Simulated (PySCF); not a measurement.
The system is SiSeH4, in a box.

```
Si Se H
1.0
    12.00000    0.00000    0.00000
     0.00000   12.00000    0.00000
     0.00000    0.00000   13.00000
Si Se H
1 1 4
Direct
  0.51014 0.50093 0.46174
  0.60542 0.49946 0.61339
  0.39674 0.54832 0.47450
  0.50246 0.38217 0.43106
  0.57052 0.56529 0.38176
  0.60142 0.62133 0.62347
```

Base run:

- Program: PySCF 2.14.0
- Functional: MN15-L
- Potentials or basis: 6-31g* (all-electron)
- k mesh: 1 × 1 × 1
- Occupations: fixed
- Spin: no spin polarisation

Its results: gap between the frontier levels 5.86 eV.

Problem. The run is repeated on the same cell with these changes: functional from MN15-L to TM. What comes out?

Solution. Gap between the frontier levels 5.27 eV.

Caveats: this is a molecule in a periodic box at the Γ point, so its band gap is the HOMO-LUMO gap; relativity is left out, which matters for the heavier elements; the basis of atomic orbitals isn't converged, which shifts pressures, moduli and gaps.

